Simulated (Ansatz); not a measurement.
Task: a rigid scan of one bond length of BGeH5, SMILES [BH2][GeH3], with Ansatz 0.2.0 through its Python package. Give the script and its output. Level of theory (for the species named): PBE0, def2-SVP basis, multiplicity 1.

```xyz
7

B     0.0248   -1.2269    0.2733
Ge   -0.0005    0.7836   -0.1829
H    -1.0841   -1.7600    0.2975
H     1.0625   -1.7428    0.4674
H    -0.6193    1.0003   -1.6010
H    -0.8164    1.5807    0.8773
H     1.4943    1.2971   -0.1773
```

`scan_bgeh5.py`
```python
'''Stretching a bond of BGeH5, the rest held rigid.'''

import ansatz as az
import numpy as np

geometry_ang = [
    ('B', [0.0248, -1.2269, 0.2733]),
    ('Ge', [-0.0005, 0.7836, -0.1829]),
    ('H', [-1.0841, -1.76, 0.2975]),
    ('H', [1.0625, -1.7428, 0.4674]),
    ('H', [-0.6193, 1.0003, -1.601]),
    ('H', [-0.8164, 1.5807, 0.8773]),
    ('H', [1.4943, 1.2971, -0.1773]),
]
geometry = az.Crystal.molecule()
for symbol, xyz in geometry_ang:
    geometry = geometry.atom(symbol, xyz)

symbols = [site.symbol for site in geometry.cartesian_sites]
start = np.array([site.position_ang for site in geometry.cartesian_sites])
axis = (start[6] - start[1]) / np.linalg.norm(start[6] - start[1])
moving = [6]
lengths, energies = [1.391, 1.454, 1.517, 1.581, 1.644, 1.707, 1.77, 1.865], []
for length in lengths:
    xyz = start.copy()
    xyz[moving] += (length - np.linalg.norm(start[6] - start[1])) * axis
    point = az.Crystal.molecule()
    for symbol, xyz in zip(symbols, xyz):
        point = point.atom(symbol, xyz.tolist())
    job = point.calculation()
    job = job.basis(gaussian='def2-SVP')
    job = job.functional('pbe0')
    rep = job.run(threads=1, backend='cpu').report
    energies.append(rep['free_energy_ev'])
    print(f'r = {length:6.3f} A  E = {energies[-1]:.5f} eV  <S^2> = {abs(rep["mean_field"]["state"]["spin_squared"]):.3f}')

# quartic fit about the minimum
fit = np.polynomial.Polynomial.fit(lengths, np.array(energies) - min(energies), 4).convert()
roots = [r.real for r in fit.deriv().roots() if abs(r.imag) < 1e-9 and fit.deriv(2)(r.real) > 0]
r_e = min(roots, key=lambda r: abs(r - lengths[int(np.argmin(energies))]))
print(f'minimum of the fit at {r_e:.4f} A, force constant {fit.deriv(2)(r_e):.2f} eV/A^2')
```

```console
$ python scan_bgeh5.py
r =  1.391 A  E = -57258.28354 eV  <S^2> = 0.000
r =  1.454 A  E = -57258.45192 eV  <S^2> = 0.000
r =  1.517 A  E = -57258.52252 eV  <S^2> = 0.000
r =  1.581 A  E = -57258.51766 eV  <S^2> = 0.000
r =  1.644 A  E = -57258.45565 eV  <S^2> = 0.000
r =  1.707 A  E = -57258.35097 eV  <S^2> = 0.000
r =  1.770 A  E = -57258.21466 eV  <S^2> = 0.000
r =  1.865 A  E = -57257.96791 eV  <S^2> = 0.000
minimum of the fit at 1.5437 A, force constant 16.89 eV/A^2
```

Notes:
- Total energies depend on the basis set; only differences at equal settings carry meaning.
- The rest of the molecule is held rigid at a force-field or estimated start geometry, and the basis set is modest; single-reference methods fail as a bond breaks.
- The orbitals are restricted, so S² is zero by construction.
- Wall time of the script: 9.9 s on 1 thread of Intel(R) Xeon(R) Platinum 8488C (Sapphire Rapids), on a shared host, peak memory 0.2 GiB.

(Lines on the test bed's own set-up are left out of the output.)
